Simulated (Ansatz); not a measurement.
# Cl2H5SiSn: the cost of one run

All numbers below are computed with Ansatz 0.2.0 (UKS PBE-D4/def2-SVP).

### Step 1. The starting structure

Bond lengths: Sn1–Cl2 2.660 Å, Sn1–H3 1.740 Å, Sn1–H4 1.739 Å, Sn1–Cl5 2.408 Å, Cl2–Si6 2.430 Å, Si6–H7 1.460 Å, Si6–H8 1.460 Å, Si6–H9 1.460 Å. Angles: Sn1–Cl2–Si6 180.0°, Cl2–Sn1–H3 109.4°, Cl2–Sn1–H4 109.5°, Cl2–Sn1–Cl5 109.5°, H3–Sn1–H4 109.5°, H3–Sn1–Cl5 109.5°, H4–Sn1–Cl5 109.5°, Cl2–Si6–H7 109.5°, Cl2–Si6–H8 109.5°, Cl2–Si6–H9 109.5°, H7–Si6–H8 109.4°, H7–Si6–H9 109.4°, H8–Si6–H9 109.4°.

Coordinates:

```xyz
9

Sn    0.0000    0.0000    0.0000
Cl    0.0000    0.0000    2.6600
H     1.6408    0.0000   -0.5794
H    -0.8195    1.4198   -0.5794
Cl   -1.1351   -1.9666   -0.8025
Si    0.0000    0.0000    5.0900
H    -0.7436   -1.1581    5.5774
H     1.3747   -0.0649    5.5774
H    -0.6311    1.2230    5.5774
```

### Step 2. Pulling towards end A

Springs on the bonds that form and break draw the guess towards this end; the thresholds are loose.

File input.yaml:

```yaml
crystal:
  periodic: [false, false, false]
  atoms:
    - { symbol: Sn, position_ang: [0.0, 0.0, 0.0] }
    - { symbol: Cl, position_ang: [0.0, 0.0, 2.66] }
    - { symbol: H, position_ang: [1.6408, 0.0, -0.5794] }
    - { symbol: H, position_ang: [-0.8195, 1.4198, -0.5794] }
    - { symbol: Cl, position_ang: [-1.1351, -1.9666, -0.8025] }
    - { symbol: Si, position_ang: [0.0, 0.0, 5.09] }
    - { symbol: H, position_ang: [-0.7436, -1.1581, 5.5774] }
    - { symbol: H, position_ang: [1.3747, -0.0649, 5.5774] }
    - { symbol: H, position_ang: [-0.6311, 1.223, 5.5774] }
magnetization:
  spin_polarized: true
  initial_magnetization: 1
basis:
  gaussian: { orbitals: def2-SVP }
hamiltonian:
  xc: pbe
  dispersion: d4
relax:
  f_tol: 0.15
  max_steps: 25
  restrain:
    - { distance: [1, 5], at: 3.33, k: 30.0 }
    - { distance: [0, 1], at: 2.41, k: 30.0 }
```

Run with:

```console
> ansatz run input.yaml --threads 4 --pin off --max-ram 5120MiB --backend cpu --events-out ev --progress --plain --runs-dir out
```

What time and memory should one allow on 4 threads of Intel Xeon Platinum 8259CL at 2.50GHz (Skylake/Cascade Lake), shared host?

About 14 s, with a peak of 0.21 GiB.
